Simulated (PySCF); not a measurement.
CSiF2ClH3, in a box:

```xyz
8
Lattice="13.0000 0.0000 0.0000 0.0000 13.0000 0.0000 0.0000 0.0000 13.0000" Properties=species:S:1:pos:R:3 pbc="T T T"
C     5.5604    5.8355    7.2366
Si    7.0595    6.2858    6.2852
F     8.3559    5.6621    6.9435
F     6.9851    5.7189    4.8102
Cl    7.3320    8.2929    6.1635
H     5.4518    4.7491    7.2742
H     5.6287    6.2148    8.2578
H     4.6701    6.2593    6.7685
```

Base run:

* Program: PySCF 2.14.0
* Functional: PBEsol0
* Potentials or basis: 6-31g* (all-electron)
* k mesh: 1 × 1 × 1
* Occupations: fixed
* Spin: no spin polarisation

Its results: gap between the frontier levels 10.98 eV.

**Question.** After a change of settings the same cell gave: gap between the frontier levels 8.47 eV. Which change was it?
A. functional from PBEsol0 to PBE0; dispersion from none to D3(BJ)
B. functional from PBEsol0 to PBE
C. functional from PBEsol0 to X3LYP
D. functional from PBEsol0 to rSCAN; dispersion from none to D4

**Answer.** B.

PBEsol0 gives the wider gap, since exact exchange removes part of the self-interaction.

Caveats: this is a molecule in a periodic box at the Γ point, so its band gap is the HOMO-LUMO gap; the basis of atomic orbitals isn't converged, which shifts pressures, moduli and gaps.
